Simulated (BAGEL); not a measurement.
**doublet [BBr3]+ at 4 levels**

Aim: a comparison of 4 runs (UHF/STO-3G, UHF/3-21G, ROHF/cc-pVDZ, ROHF/6-31G*) of doublet [BBr3]+. 

Program for the calculation: BAGEL 1.2.2.

2 further runs of the same task are left out: 1 that didn't finish, 1 set aside as unsound or not needed. Runs told in other sessions of the task aren't counted.

**1. The system as given**

[BBr3]+ has 4 atoms, charge +1, and is taken as a doublet. SMILES of the parent species: `BrB(Br)Br`. The coordinates come from a PBE0-D4/def2-TZVP relaxation. That shape belongs to the parent species and isn't relaxed for this state.

Bond lengths: Br1–B2 1.896 Å, B2–Br3 1.896 Å, B2–Br4 1.896 Å. Angles: Br1–B2–Br3 120.0°, Br1–B2–Br4 120.0°, Br3–B2–Br4 120.0°.

**2. A single-point energy at UHF/STO-3G (density fitting with cc-pvqz-jkfit) (run 1)**

Input file input.json:

```json
{ "bagel" : [

{
  "title" : "molecule",
  "basis" : "sto-3g",
  "df_basis" : "cc-pvqz-jkfit",
  "angstrom" : true,
  "geometry" : [
    { "atom" : "Br", "xyz" : [   -1.541210,   -0.941020,    0.579090 ] },
    { "atom" : "B", "xyz" : [    0.000010,    0.000000,    0.000000 ] },
    { "atom" : "Br", "xyz" : [    1.704030,   -0.448850,    0.700740 ] },
    { "atom" : "Br", "xyz" : [   -0.162830,    1.389870,   -1.279830 ] }
  ]
},
{
  "title" : "uhf",
  "charge" : 1,
  "nopen" : 1
},
{
  "title" : "print",
  "file" : "orbitals.molden",
  "orbitals" : true
}

]}
```

The run is started by

```sh
$ BAGEL_NUM_THREADS=1 BAGEL input.json > input.out
```

What it wrote:

```text
* using 1 threads per process

  ===============================================================
  ===============================================================

  *** Geometry ***

  { "atom" : "Br", "xyz" : [     -2.912465,     -1.778270,      1.094322 ] },
  { "atom" : "B", "xyz" : [      0.000019,      0.000000,      0.000000 ] },
  { "atom" : "Br", "xyz" : [      3.220150,     -0.848204,      1.324207 ] },
  { "atom" : "Br", "xyz" : [     -0.307704,      2.626474,     -2.418528 ] },

  Number of auxiliary basis functions:      760

  Since a DF basis is specified, we compute 2- and 3-index integrals:
    o Being stored without compression. Storage requirement is 0.021 GB

  Number of basis functions:       59
  Number of electrons      :      110

    * METHOD: MOLECULE                             0.63

  *** Open-shell HF ***

  === Nuclear Repulsion ===
   738.5731828618

      * DIIS with orbital gradients will be used.

  === UHF iteration (sto-3g) ===
      0      -7658.00976426          0.01976509           0.53
      1      -7658.11904864          0.01071673           0.55
      2      -7658.14459452          0.00498208           0.52
      3      -7658.15184219          0.00026510           0.52
      4      -7658.15190089          0.00003976           0.52
      5      -7658.15190509          0.00001281           0.52
      6      -7658.15190659          0.00000104           0.52
      7      -7658.15190684          0.00000091           0.52
      8      -7658.15190676          0.00000080           0.52
      9      -7658.15190670          0.00000040           0.52
     10      -7658.15190678          0.00000026           0.52
     11      -7658.15190698          0.00000006           0.52
     12      -7658.15190699          0.00000001           0.52
    * SCF iteration converged.

    * S^2 (UHF) is 0.7533

    * Permanent dipole moment:
           (   -0.000108,    -0.000004,    -0.000013) a.u.

    * METHOD: UHF                                  7.18

    * METHOD: PRINT                                0.01

  ===============================================================
```

Run time: 8.1 s. Hardware: 1 thread of Arm Neoverse V2, shared host; peak memory 0.16 GiB.

**3. A single-point energy at UHF/3-21G (density fitting with cc-pvqz-jkfit) (run 2)**

Input file input.json:

```json
{ "bagel": [

{
  "title": "molecule",
  "basis": "3-21g",
  "df_basis": "cc-pvqz-jkfit",
  "angstrom": "true",
  "geometry": [
    { "atom": "Br", "xyz": [   -1.541210,   -0.941020,    0.579090 ] },
    { "atom": "B", "xyz": [    0.000010,    0.000000,    0.000000 ] },
    { "atom": "Br", "xyz": [    1.704030,   -0.448850,    0.700740 ] },
    { "atom": "Br", "xyz": [   -0.162830,    1.389870,   -1.279830 ] }
  ]
},
{
  "title": "uhf",
  "charge": 1,
  "nopen": 1
},
{
  "title": "print",
  "file": "orbitals.molden",
  "orbitals": "true"
}

]}
```

The run is started by

```sh
$ BAGEL_NUM_THREADS=1 BAGEL input.json > input.out
```

What it wrote:

```text
* using 1 threads per process

  ===============================================================
  ===============================================================

  *** Geometry ***

  { "atom" : "Br", "xyz" : [     -2.912465,     -1.778270,      1.094322 ] },
  { "atom" : "B", "xyz" : [      0.000019,      0.000000,      0.000000 ] },
  { "atom" : "Br", "xyz" : [      3.220150,     -0.848204,      1.324207 ] },
  { "atom" : "Br", "xyz" : [     -0.307704,      2.626474,     -2.418528 ] },

  Number of auxiliary basis functions:      760

  Since a DF basis is specified, we compute 2- and 3-index integrals:
    o Being stored without compression. Storage requirement is 0.034 GB

  Number of basis functions:       75
  Number of electrons      :      110

    * METHOD: MOLECULE                             0.64

  *** Open-shell HF ***

  === Nuclear Repulsion ===
   738.5731828618

      * DIIS with orbital gradients will be used.

  === UHF iteration (3-21g) ===
      0      -7704.27850253          0.01901710           0.70
      1      -7704.34895821          0.01156188           0.69
      2      -7704.36571166          0.00585592           0.69
[... 12 lines of this table left out ...]
     15      -7704.37202596          0.00000001           0.68
    * SCF iteration converged.

    * S^2 (UHF) is 0.7637

    * Permanent dipole moment:
           (   -0.000088,    -0.000005,    -0.000010) a.u.

    * METHOD: UHF                                 11.50

    * METHOD: PRINT                                0.01

  ===============================================================
```

It took 12 s on 1 thread of Arm Neoverse V2, shared host; peak memory 0.21 GiB.

Run 3 isn't shown in full; the table further down has it.

**4. A single-point energy at ROHF/6-31G(d) (density fitting with cc-pvqz-jkfit, spherical functions) (run 4)**

Input file hf.json:

```json
{ "bagel" : [

{
  "title" : "molecule",
  "basis" : "6-31gs.json",
  "df_basis" : "cc-pvqz-jkfit",
  "angstrom" : true,
  "geometry" : [
    { "atom" : "Br", "xyz" : [      -1.541210,      -0.941020,       0.579090 ] },
    { "atom" : "B", "xyz" : [       0.000010,       0.000000,       0.000000 ] },
    { "atom" : "Br", "xyz" : [       1.704030,      -0.448850,       0.700740 ] },
    { "atom" : "Br", "xyz" : [      -0.162830,       1.389870,      -1.279830 ] }
  ]
},

{
  "title" : "rohf",
  "charge" : 1,
  "nopen" : 1
},

{
  "title" : "print",
  "file" : "orbitals.molden",
  "orbitals" : true
}

]}
```

The basis set 6-31G* is read from a file made from the Basis Set Exchange's data (not shown).

The run is started by

```sh
$ BAGEL_NUM_THREADS=1 BAGEL hf.json > hf.out
```

What it wrote:

```text
* using 1 threads per process

  ===============================================================
  ===============================================================

  *** Geometry ***

  { "atom" : "Br", "xyz" : [     -2.912465,     -1.778270,      1.094322 ] },
  { "atom" : "B", "xyz" : [      0.000019,      0.000000,      0.000000 ] },
  { "atom" : "Br", "xyz" : [      3.220150,     -0.848204,      1.324207 ] },
  { "atom" : "Br", "xyz" : [     -0.307704,      2.626474,     -2.418528 ] },

  Number of auxiliary basis functions:      760

  Since a DF basis is specified, we compute 2- and 3-index integrals:
    o Being stored without compression. Storage requirement is 0.074 GB

  Number of basis functions:      110
  Number of electrons      :      110

    * METHOD: MOLECULE                             0.92

  *** Open-shell HF ***

  === Nuclear Repulsion ===
   738.5731828618

      * DIIS with orbital gradients will be used.

  === ROHF iteration (6-31gs.json) ===
      0      -7740.62980268          0.01341812           1.19
      1      -7740.67425020          0.00810061           1.19
      2      -7740.68465976          0.00565074           1.19
[... 12 lines of this table left out ...]
     15      -7740.69244322          0.00000001           1.18
    * SCF iteration converged.

    * S^2 (ROHF) is 0.7500

    * Permanent dipole moment:
           (   -0.000127,    -0.000009,    -0.000013) a.u.

    * METHOD: ROHF                                19.82

    * METHOD: PRINT                                0.02

  ===============================================================
```

Run time: 21 s. Hardware: 1 thread of Arm Neoverse V2, shared host; peak memory 0.31 GiB.

**5. Overview of the runs**

```tsv
run	level	energy (Eh)	⟨S²⟩	wall time
1	UHF/STO-3G (density fitting with cc-pvqz-jkfit)	-7658.151907	0.753	8.1 s
2	UHF/3-21G (density fitting with cc-pvqz-jkfit)	-7704.372026	0.764	12 s
3	ROHF/cc-pVDZ (density fitting with cc-pvqz-jkfit)	-7741.551415	0.750	17 s
4	ROHF/6-31G* (density fitting with cc-pvqz-jkfit, spherical functions)	-7740.692443	0.750	21 s
```

**6. What came out**

```
           quantity           value
run 4: total energy  -7740.69244 Eh
        run 4: ⟨S²⟩           0.750
```

In words: In run 1 the basis is minimal, so the values are rough. All runs together took 59 s, the longest 21 s.
